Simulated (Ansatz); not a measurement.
**Cl3GeH3Si: a spread of methods and bases**

Aim: run Cl3GeH3Si under a spread of inputs, and see what each costs and gives.

Program: Ansatz 0.2.0, Gaussian basis. Level of theory: the settings change from run to run. These are calculated values, not measurements.

## Step 1: The molecule

The geometry comes from an earlier relaxation with PBE0-D4 in a triple-zeta def2 set; it is a stationary point, not always the lowest conformer.

SMILES `Cl[Si](Cl)(Cl)[GeH3]`, 8 atoms, charge 0, spin multiplicity 1.

Atoms are counted from 1 here; the program's logs count them from 0.

Bond lengths: Cl1–Si2 2.043 Å, Si2–Cl3 2.043 Å, Si2–Cl4 2.043 Å, Si2–Ge5 2.371 Å, Ge5–H6 1.534 Å, Ge5–H7 1.534 Å, Ge5–H8 1.534 Å. Angles: Cl1–Si2–Cl3 108.2°, Cl1–Si2–Cl4 108.2°, Cl1–Si2–Ge5 110.8°, Cl3–Si2–Cl4 108.2°, Cl3–Si2–Ge5 110.7°, Cl4–Si2–Ge5 110.8°, Si2–Ge5–H6 108.8°, Si2–Ge5–H7 108.7°, Si2–Ge5–H8 108.8°, H6–Ge5–H7 110.2°, H6–Ge5–H8 110.2°, H7–Ge5–H8 110.2°.

## Step 2: revPBE0/6-31G*

Set apart from the defaults: D3(BJ) dispersion, the search for lower states set to off.

Contents of in.yaml:

```yaml
crystal:
  periodic: [false, false, false]
  atoms:
    - {symbol: Cl, position_ang: [-1.199353, -2.142695, 0.966586]}
    - {symbol: Si, position_ang: [0.265250, -1.076220, 0.022528]}
    - {symbol: Cl, position_ang: [2.018977, -1.375811, 1.026765]}
    - {symbol: Cl, position_ang: [0.478315, -1.822044, -1.867469]}
    - {symbol: Ge, position_ang: [-0.282471, 1.230172, -0.041093]}
    - {symbol: H, position_ang: [-0.430263, 1.741718, 1.397268]}
    - {symbol: H, position_ang: [0.844293, 1.984634, -0.757760]}
    - {symbol: H, position_ang: [-1.602648, 1.403048, -0.802427]}
basis:
  gaussian: {orbitals: "6-31G*"}
hamiltonian: {xc: {name: revPBE0}, dispersion: d3bj}
scf: {lower_state_search: off}
output: {forces: true}
```

On the command line:

```bash
$ ansatz run in.yaml --threads 4 --pin off --events-out ev --progress --plain --max-ram 10444MiB
```

The log of the run (excerpt; [...] marks lines left out):

```text
Functional definition: revPBE0
  name "revPBE0"
  cite "Zhang & Yang, Phys. Rev. Lett. 80, 890 (1998) doi:10.1103/PhysRevLett.80.890"
  cite "Adamo & Barone, J. Chem. Phys. 110, 6158 (1999) doi:10.1063/1.478522"
  cite "Perdew, Burke & Ernzerhof, Phys. Rev. Lett. 77, 3865 (1996) doi:10.1103/PhysRevLett.77.3865"
[...]
1063 factors; integrals over basis functions are off by at most 7.7e-4 eV
[...]
mean field -101995.93772106 eV, -3748.2815759193 hartree, gradient 1.6e-6 eV, S^2 0.000000; 0 other end points of the search recorded, 0 dependent functions left out
[...]
reference -101995.93775873 eV, -3748.2815773038 hartree; 50, 50 occupied and 67, 67 virtual orbitals, 1063 factors
Total energy: -101996.55621309 eV, -3748.3043050822 hartree
Atom 0 at    -1.199353    -2.142695     0.966586 Å, force    -0.226636    -0.162472     0.145682 eV/Å
Atom 1 at     0.265250    -1.076220     0.022528 Å, force    -0.070716     0.299192    -0.008240 eV/Å
Atom 2 at     2.018977    -1.375811     1.026765 Å, force     0.270064    -0.044429     0.154893 eV/Å
Atom 3 at     0.478315    -1.822044    -1.867469 Å, force     0.032313    -0.113141    -0.291761 eV/Å
Atom 4 at    -0.282471     1.230172    -0.041093 Å, force     0.002875    -0.011225     0.000307 eV/Å
Atom 5 at    -0.430263     1.741718     1.397268 Å, force    -0.004543     0.012476     0.080681 eV/Å
Atom 6 at     0.844293     1.984634    -0.757760 Å, force     0.066533     0.026194    -0.039512 eV/Å
Atom 7 at    -1.602648     1.403048    -0.802427 Å, force    -0.069892    -0.006595    -0.042050 eV/Å
Dipole moment:    -0.097209     0.408501    -0.011281 e Å
Checks for a lower state left out: stability, starts, cluster_reference, orbital_swaps, neighbouring_geometries, increment
```

It took 2 s on 4 threads of Arm Neoverse V1, shared host.

Largest force 0.315 eV/Å, dipole 2.02 D.

## Step 3: B97/ANO-RCC-VTZP

This run has the search for lower states set to full.

Changes to in.yaml since step 2:

```diff
@@ -12,5 +12,4 @@
 basis:
-  gaussian: {orbitals: "6-31G*"}
-hamiltonian: {xc: {name: revPBE0}, dispersion: d3bj}
-scf: {lower_state_search: off}
-output: {forces: true}
+  gaussian: {orbitals: ANO-RCC-VTZP}
+hamiltonian: {xc: {name: B97}}
+scf: {lower_state_search: full}
```

Same command.

The log of the run (excerpt; [...] marks lines left out):

```text
Functional definition: B97
  name "B97"
  cite "Becke, J. Chem. Phys. 107, 8554 (1997) doi:10.1063/1.475007"
[...]
      + integral(e_c_pw_opposite_spin*poly(b97_u_opposite, cos0, cos1, cos2))
2069 factors; their error is unknown
[...]
mean field -102736.55401418 eV, -3775.4987226838 hartree, gradient 1.3e-5 eV, S^2 0.000000; 0 other end points of the search recorded, 0 dependent functions left out
reference -102736.55406335 eV, -3775.4987244906 hartree; 50, 50 occupied and 171, 171 virtual orbitals, 2069 factors
Total energy: -102736.55406335 eV, -3775.4987244906 hartree
Relativity: scalar
```

Run time: 17 s. Hardware: 4 threads of Arm Neoverse V1, shared host; peak memory 1 GiB.

## Step 4: LC-wPBE/def2-TZVPD

Options: density fitting with def2-universal-jkfit.

Changes to in.yaml since step 3:

```diff
@@ -12,4 +12,3 @@
 basis:
-  gaussian: {orbitals: ANO-RCC-VTZP}
-hamiltonian: {xc: {name: B97}}
-scf: {lower_state_search: full}
+  gaussian: {orbitals: def2-TZVPD, fitting: {mean_field: def2-universal-jkfit}}
+hamiltonian: {xc: {name: LC-wPBE}}
```

Same command.

The log of the run (excerpt; [...] marks lines left out):

```text
Functional definition: LC-wPBE
  name "LC-wPBE"
  cite "Vydrov & Scuseria, J. Chem. Phys. 125, 234109 (2006) doi:10.1063/1.2409292"
  cite "Heyd & Scuseria, J. Chem. Phys. 120, 7274 (2004) doi:10.1063/1.1668634"
  cite "Ernzerhof & Perdew, J. Chem. Phys. 109, 3313 (1998) doi:10.1063/1.476928"
  cite "Perdew, Burke & Ernzerhof, Phys. Rev. Lett. 77, 3865 (1996) doi:10.1103/PhysRevLett.77.3865"
  parent pbe
[...]
832 factors; integrals over basis functions are off by at most 6.0e-1 eV
832 factors; integrals over basis functions are off by at most 1.5e-3 eV
[...]
mean field -101998.49904475 eV, -3748.3757028287 hartree, gradient 3.3e-5 eV, S^2 0.000000; 0 other end points of the search recorded, 0 dependent functions left out
reference -101998.49904476 eV, -3748.3757028291 hartree; 50, 50 occupied and 212, 212 virtual orbitals, 832 factors
Total energy: -101998.49904476 eV, -3748.3757028291 hartree
```

It took 5.5 s on 4 threads of Arm Neoverse V1, shared host; peak memory 0.91 GiB.

## Step 5: r2SCAN/def2-mTZVP

Set apart from the defaults: D3(BJ) dispersion.

Changes to in.yaml since step 4:

```diff
@@ -12,3 +12,3 @@
 basis:
-  gaussian: {orbitals: def2-TZVPD, fitting: {mean_field: def2-universal-jkfit}}
-hamiltonian: {xc: {name: LC-wPBE}}
+  gaussian: {orbitals: def2-mTZVP}
+hamiltonian: {xc: {name: r2SCAN}, dispersion: d3bj}
```

Launched as before.

The log of the run (excerpt; [...] marks lines left out):

```text
Warning: the engine holds no damping parameters fitted to this dispersion correction and functional, so the run takes those fitted to r2scan beside the three-body term, which d3bj leaves out (hamiltonian.dispersion, under Limitations)
Functional definition: r2SCAN
  name "r2SCAN"
  cite "Furness, Kaplan, Ning, Perdew & Sun, J. Phys. Chem. Lett. 11, 8208 (2020) doi:10.1021/acs.jpclett.0c02405"
  cite "Furness, Kaplan, Ning, Perdew & Sun, J. Phys. Chem. Lett. 11, 9248 (2020) doi:10.1021/acs.jpclett.0c03077"
  parent r2scan
[...]
1376 factors; their error is unknown
[...]
mean field -102014.23903373 eV, -3748.9541367548 hartree, gradient 4.3e-6 eV, S^2 0.000000; 0 other end points of the search recorded, 0 dependent functions left out
reference -102014.23904563 eV, -3748.9541371920 hartree; 50, 50 occupied and 83, 83 virtual orbitals, 1376 factors
Total energy: -102014.32576616 eV, -3748.9573241129 hartree
```

It took 3.4 s on 4 threads of Arm Neoverse V1, shared host.

## Step 6: HF/cc-pVDZ

Set apart from the defaults: charge -1, multiplicity 2, a grid of angular degree 23.

Changes to in.yaml since step 5:

```diff
@@ -12,3 +12,6 @@
 basis:
-  gaussian: {orbitals: def2-mTZVP}
-hamiltonian: {xc: {name: r2SCAN}, dispersion: d3bj}
+  gaussian: {orbitals: cc-pVDZ, final_grid: {core_spheres: 8, valence_spheres: 7, degree: 23}}
+total_charge: -1
+magnetization: {spin_polarized: true, initial_magnetization: 1}
+hamiltonian: {xc: {name: HF}}
+output: {forces: true}
```

Same command.

The log of the run (excerpt; [...] marks lines left out):

```text
Functional definition: HF
  name "HF"
  cite "Fock, Z. Phys. 61, 126 (1930) doi:10.1007/BF01340294"
  parent pbe
[...]
1222 factors; integrals over basis functions are off by at most 9.7e-4 eV
[...]
mean field -101895.34198759 eV, -3744.5847509004 hartree, gradient 1.8e-6 eV, S^2 0.762950; 5 other end points of the search recorded, 0 dependent functions left out
[...]
reference -101895.34198759 eV, -3744.5847509004 hartree; 51, 50 occupied and 63, 64 virtual orbitals, 1222 factors
Total energy: -101895.34198759 eV, -3744.5847509004 hartree
Atom 0 at    -1.199353    -2.142695     0.966586 Å, force    -1.338923    -2.146153     2.192309 eV/Å
Atom 1 at     0.265250    -1.076220     0.022528 Å, force    -2.195724     3.979694    -0.850561 eV/Å
Atom 2 at     2.018977    -1.375811     1.026765 Å, force     1.467850    -1.032784     0.752273 eV/Å
Atom 3 at     0.478315    -1.822044    -1.867469 Å, force     1.464398    -1.610710    -2.542903 eV/Å
Atom 4 at    -0.282471     1.230172    -0.041093 Å, force     1.657903    -1.274802     0.836726 eV/Å
Atom 5 at    -0.430263     1.741718     1.397268 Å, force    -0.570126     0.785973     0.313746 eV/Å
Atom 6 at     0.844293     1.984634    -0.757760 Å, force    -0.082123     0.877665    -0.511158 eV/Å
Atom 7 at    -1.602648     1.403048    -0.802427 Å, force    -0.403255     0.421117    -0.190432 eV/Å
Dipole moment:     0.072764     0.011286     0.044438 e Å
```

Run time: 22 s. Hardware: 4 threads of Arm Neoverse V1, shared host; peak memory 0.55 GiB.

Largest force 4.624 eV/Å, ⟨S²⟩ 0.763.

## Step 7: wB97M-V/def2-SVPD

Options: charge -1, multiplicity 2, high accuracy.

Changes to in.yaml since step 6:

```diff
@@ -12,6 +12,6 @@
 basis:
-  gaussian: {orbitals: cc-pVDZ, final_grid: {core_spheres: 8, valence_spheres: 7, degree: 23}}
+  gaussian: {orbitals: def2-SVPD}
 total_charge: -1
 magnetization: {spin_polarized: true, initial_magnetization: 1}
-hamiltonian: {xc: {name: HF}}
-output: {forces: true}
+hamiltonian: {xc: {name: wB97M-V}}
+accuracy: high
```

Same command.

The log of the run (excerpt; [...] marks lines left out):

```text
Functional definition: wB97M-V
  name "wB97M-V"
  cite "Mardirossian & Head-Gordon, J. Chem. Phys. 144, 214110 (2016) doi:10.1063/1.4952647"
  cite "Becke, J. Chem. Phys. 107, 8554 (1997) doi:10.1063/1.475007"
  cite "Vydrov & Van Voorhis, J. Chem. Phys. 133, 244103 (2010) doi:10.1063/1.3521275"
  # Of w^i u^j: cxij and so on, Table III.
[...]
  gx(w, u) = 1 - cx + cx01*u + cx10*w
  gss(w, u) = css00 + css04*u^4 + css10*w + css20*w^2 + css43*w^4*u^3
  gos(w, u) = cos00 + cos10*w + (cos20 + cos21*u)*w^2 + (cos60 + cos61*u)*w^6
[...]
      + integral(e_c_pw_mod_opposite_spin*gos(b97_w_opposite, b97_u_opposite)) + vv10(b, c)
3167 factors; integrals over basis functions are off by at most 4.6e-9 eV
718 factors; integrals over basis functions are off by at most 1.9e-9 eV
[...]
mean field -101990.02307527 eV, -3748.0642166957 hartree, gradient 8.5e-8 eV, S^2 0.752218; 6 other end points of the search recorded, 0 dependent functions left out
reference -101990.02307775 eV, -3748.0642167866 hartree; 51, 50 occupied and 116, 117 virtual orbitals, 3167 factors
Total energy: -101990.02307775 eV, -3748.0642167866 hartree
```

Wall time 4 min (4 threads of Arm Neoverse V1, shared host); peak memory 2.7 GiB.

⟨S²⟩ 0.752.

## Step 8: wB97X/aug-cc-pVTZ

Set apart from the defaults: unrestricted orbitals.

Changes to in.yaml since step 7:

```diff
@@ -12,6 +12,5 @@
 basis:
-  gaussian: {orbitals: def2-SVPD}
-total_charge: -1
-magnetization: {spin_polarized: true, initial_magnetization: 1}
-hamiltonian: {xc: {name: wB97M-V}}
-accuracy: high
+  gaussian: {orbitals: aug-cc-pVTZ}
+magnetization: {spin_polarized: true, initial_magnetization: 0}
+hamiltonian: {xc: {name: wB97X}}
+output: {forces: true}
```

Same command.

The log of the run (excerpt; [...] marks lines left out):

```text
Functional definition: wB97X
  name "wB97X"
  cite "Chai & Head-Gordon, J. Chem. Phys. 128, 084106 (2008) doi:10.1063/1.2834918"
  cite "Becke, J. Chem. Phys. 107, 8554 (1997) doi:10.1063/1.475007"
[...]
  # The coefficients of nought are those of the uniform gas.
[...]
      + exact_x_lr(omega)
[...]
      + integral(e_c_pw_opposite_spin*poly(b97_u_opposite, 1, cos1, cos2, cos3, cos4))
2060 factors; their error is unknown
539 factors; integrals over basis functions are off by at most 2.6e-5 eV
[...]
mean field -102021.18576016 eV, -3749.2094242425 hartree, gradient 4.1e-5 eV, S^2 0.000000; 0 other end points of the search recorded, 0 dependent functions left out
[...]
reference -102021.18569811 eV, -3749.2094219622 hartree; 50, 50 occupied and 278, 278 virtual orbitals, 2060 factors
Total energy: -102021.18569811 eV, -3749.2094219622 hartree
Atom 0 at    -1.199353    -2.142695     0.966586 Å, force    -0.088037    -0.082165     0.059523 eV/Å
Atom 1 at     0.265250    -1.076220     0.022528 Å, force    -0.037792     0.159971    -0.004355 eV/Å
Atom 2 at     2.018977    -1.375811     1.026765 Å, force     0.113325    -0.034464     0.063180 eV/Å
Atom 3 at     0.478315    -1.822044    -1.867469 Å, force     0.016983    -0.062228    -0.117805 eV/Å
Atom 4 at    -0.282471     1.230172    -0.041093 Å, force    -0.030020     0.127910    -0.003564 eV/Å
Atom 5 at    -0.430263     1.741718     1.397268 Å, force     0.010766    -0.038492    -0.096238 eV/Å
Atom 6 at     0.844293     1.984634    -0.757760 Å, force    -0.074617    -0.054555     0.048134 eV/Å
Atom 7 at    -1.602648     1.403048    -0.802427 Å, force     0.089392    -0.015978     0.051125 eV/Å
Dipole moment:    -0.079137     0.332468    -0.009183 e Å
```

Wall time 51 s (4 threads of Arm Neoverse V1, shared host); peak memory 2.8 GiB.

Largest force 0.164 eV/Å, dipole 1.64 D, ⟨S²⟩ 0.000.

## Step 9: HF/6-31G

Options: charge +1, multiplicity 2, coordinates scaled by 0.92, relativity set to none, the search for lower states set to full.

Contents of in.yaml:

```yaml
crystal:
  periodic: [false, false, false]
  atoms:
    - {symbol: Cl, position_ang: [-1.103405, -1.971280, 0.889259]}
    - {symbol: Si, position_ang: [0.244030, -0.990123, 0.020726]}
    - {symbol: Cl, position_ang: [1.857459, -1.265746, 0.944624]}
    - {symbol: Cl, position_ang: [0.440050, -1.676281, -1.718071]}
    - {symbol: Ge, position_ang: [-0.259874, 1.131758, -0.037805]}
    - {symbol: H, position_ang: [-0.395842, 1.602380, 1.285487]}
    - {symbol: H, position_ang: [0.776749, 1.825863, -0.697139]}
    - {symbol: H, position_ang: [-1.474436, 1.290804, -0.738233]}
basis:
  gaussian: {orbitals: 6-31G}
total_charge: 1
magnetization: {spin_polarized: true, initial_magnetization: 1}
hamiltonian: {xc: {name: HF}, pseudopotentials: {relativity: none}}
scf: {lower_state_search: full}
output: {forces: true}
```

The command is unchanged.

The log of the run (excerpt; [...] marks lines left out):

```text
Functional definition: HF
  name "HF"
  cite "Fock, Z. Phys. 61, 126 (1930) doi:10.1007/BF01340294"
  parent pbe
[...]
906 factors; integrals over basis functions are off by at most 5.7e-4 eV
[...]
mean field -101868.55029755 eV, -3743.6001744515 hartree, gradient 2.3e-5 eV, S^2 0.760034; 3 other end points of the search recorded, 0 dependent functions left out
[...]
reference -101868.55029755 eV, -3743.6001744515 hartree; 50, 49 occupied and 37, 38 virtual orbitals, 906 factors
Total energy: -101868.55029755 eV, -3743.6001744515 hartree
Atom 0 at    -1.103405    -1.971280     0.889259 Å, force    -6.404830    -3.448294     3.941069 eV/Å
Atom 1 at     0.244030    -0.990123     0.020726 Å, force    -0.025850     0.105929    -0.002992 eV/Å
Atom 2 at     1.857459    -1.265746     0.944624 Å, force     7.127160    -0.224120     4.193670 eV/Å
Atom 3 at     0.440050    -1.676281    -1.718071 Å, force     0.649449    -2.100124    -7.975416 eV/Å
Atom 4 at    -0.259874     1.131758    -0.037805 Å, force    -1.236894     5.208188    -0.143691 eV/Å
Atom 5 at    -0.395842     1.602380     1.285487 Å, force    -0.101872     0.214220     2.788050 eV/Å
Atom 6 at     0.776749     1.825863    -0.697139 Å, force     2.349853     0.681644    -1.357313 eV/Å
Atom 7 at    -1.474436     1.290804    -0.738233 Å, force    -2.357015    -0.437442    -1.443378 eV/Å
Dipole moment:    -0.165642     0.696632    -0.019229 e Å
```

Run time: 3.5 s. Hardware: 4 threads of Arm Neoverse V1, shared host.

Largest force 8.273 eV/Å, ⟨S²⟩ 0.760.

## Step 10: r2SCAN50/x2c-TZVPPall

Set apart from the defaults: D3(BJ) with three-body dispersion.

Contents of in.yaml:

```yaml
crystal:
  periodic: [false, false, false]
  atoms:
    - {symbol: Cl, position_ang: [-1.199353, -2.142695, 0.966586]}
    - {symbol: Si, position_ang: [0.265250, -1.076220, 0.022528]}
    - {symbol: Cl, position_ang: [2.018977, -1.375811, 1.026765]}
    - {symbol: Cl, position_ang: [0.478315, -1.822044, -1.867469]}
    - {symbol: Ge, position_ang: [-0.282471, 1.230172, -0.041093]}
    - {symbol: H, position_ang: [-0.430263, 1.741718, 1.397268]}
    - {symbol: H, position_ang: [0.844293, 1.984634, -0.757760]}
    - {symbol: H, position_ang: [-1.602648, 1.403048, -0.802427]}
basis:
  gaussian: {orbitals: x2c-TZVPPall}
hamiltonian: {xc: {name: r2SCAN50}, dispersion: d3bjatm}
```

Launched as before.

The log of the run (excerpt; [...] marks lines left out):

```text
Functional definition: r2SCAN50
  name "r2SCAN50"
  cite "Bursch, Neugebauer, Ehlert & Grimme, J. Chem. Phys. 156, 134105 (2022) doi:10.1063/5.0086040"
  cite "Furness, Kaplan, Ning, Perdew & Sun, J. Phys. Chem. Lett. 11, 8208 (2020) doi:10.1021/acs.jpclett.0c02405"
  cite "Furness, Kaplan, Ning, Perdew & Sun, J. Phys. Chem. Lett. 11, 9248 (2020) doi:10.1021/acs.jpclett.0c03077"
  parent r2scan
[...]
1945 factors; their error is unknown
[...]
mean field -102737.80810354 eV, -3775.5448096177 hartree, gradient 3.5e-5 eV, S^2 0.000000; 0 other end points of the search recorded, 0 dependent functions left out
reference -102737.80811042 eV, -3775.5448098705 hartree; 50, 50 occupied and 208, 208 virtual orbitals, 1945 factors
Total energy: -102737.93226803 eV, -3775.5493725783 hartree
Relativity: scalar
```

Wall time 9 s (4 threads of Arm Neoverse V1, shared host); peak memory 0.93 GiB.

## Step 11: The runs in one table

```
                level  charge  multiplicity  geometry  functions  energy (eV)   time
       revPBE0/6-31G*       0             1   relaxed        117  -101996.556    2 s
     B97/ANO-RCC-VTZP       0             1   relaxed        221  -102736.554   17 s
   LC-wPBE/def2-TZVPD       0             1   relaxed        262  -101998.499  5.5 s
    r2SCAN/def2-mTZVP       0             1   relaxed        133  -102014.326  3.4 s
           HF/cc-pVDZ      -1             2   relaxed        114  -101895.342   22 s
    wB97M-V/def2-SVPD      -1             2   relaxed        167  -101990.023  4 min
    wB97X/aug-cc-pVTZ       0             1   relaxed        328  -102021.186   51 s
             HF/6-31G       1             2    scaled         87  -101868.550  3.5 s
r2SCAN50/x2c-TZVPPall       0             1   relaxed        258  -102737.932    9 s
```

## Step 12: Results

```
                                         quantity                     value
                                             runs                         9
                                         quickest       revPBE0/6-31G*, 2 s
                                          slowest  wB97M-V/def2-SVPD, 4 min
spread of total energies, same state and geometry                  741.4 eV
                  dipole, same state and geometry            1.64 to 2.02 D
```

**Reading.** Run time spans a factor of 121, from revPBE0/6-31G* to wB97M-V/def2-SVPD. The jobs differ in tasks and options as well as level. The totals spread over 741 eV; they can't be compared across methods or bases. Some of these runs are scalar-relativistic and others not, which shifts the totals of all-electron atoms past neon by eV; core potentials, where a basis has them, take the core out of the total altogether. At the PBE0-D4/def2-TZVP geometry and in the same state, runs without warnings or point charges leave forces up to 0.31 eV/Å (revPBE0/6-31G*).
